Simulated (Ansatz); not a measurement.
# Ta2N: the cost of one run

Computed with Ansatz 0.2.0 (DFT PBEsol, scalar-relativistic, plane waves, PAW, unless a step's input says otherwise).

5 further runs of the same task are left out: 2 that didn't finish, 3 set aside as unsound or not needed. Runs told in other sessions of the task aren't counted.

### 1 The structure to begin with

The structure is trigonal, space group P-3m1 (No. 164). The conventional cell has a = 3.079 Å, b = 3.079 Å, c = 4.823 Å, α = 90.00°, β = 90.00°, γ = 120.00°. Ta (site symmetry 3m) is surrounded by 3 N at 2.16 Å. Around N (site symmetry -3m) lie 6 Ta at 2.16 Å.

Coordinates:

```
CELL_PARAMETERS angstrom
-3.07862 0.00000 0.00000
-1.53931 -2.66616 0.00000
0.00000 0.00000 9.64651
ATOMIC_POSITIONS crystal
Ta 0.66667 0.66667 0.37313
Ta 0.66667 0.66667 0.87313
Ta 0.33333 0.33333 0.12687
Ta 0.33333 0.33333 0.62687
N 0.00000 0.00000 0.50000
N 0.00000 0.00000 0.00000
```

It goes back to an entry of the Materials Project, which need not be the stable form.

It is built from the cell relaxed beforehand with the same method (13.20 Å³/atom).

### 2 Zero of the scan

File input.yaml:

```yaml
crystal:
  lattice:
    - [-3.0786153856, 0.0, 0.0]
    - [-1.5393076928, -2.6661591324, 0.0]
    - [0.0, 0.0, 9.6465143614]
  atoms:
    - { symbol: Ta, position: [0.6666666667, 0.6666666667, 0.3731277242] }
    - { symbol: Ta, position: [0.6666666667, 0.6666666667, 0.8731277242] }
    - { symbol: Ta, position: [0.3333333333, 0.3333333333, 0.1268722758] }
    - { symbol: Ta, position: [0.3333333333, 0.3333333333, 0.6268722758] }
    - { symbol: "N", position: [0.0, 0.0, 0.5] }
    - { symbol: "N", position: [0.0, 0.0, 0.0] }
basis:
  ecutwfc: 420
kpoints:
  mp_grid: { grid: [17, 17, 5] }
hamiltonian:
  xc: pbesol
scf:
  occupations: { method: gaussian, width: 0.15 }
output:
  forces: true
  stress: true
  eigenvalues: true
```

Started as:

```console
$ ansatz run input.yaml --threads 2 --pin off --max-ram 5120MiB --backend cpu --events-out ev --progress --plain --runs-dir out
```

Q: Estimate wall time and peak memory on 2 threads of Arm Neoverse V2, shared host.

About 8.4 s, with a peak of 0.56 GiB.
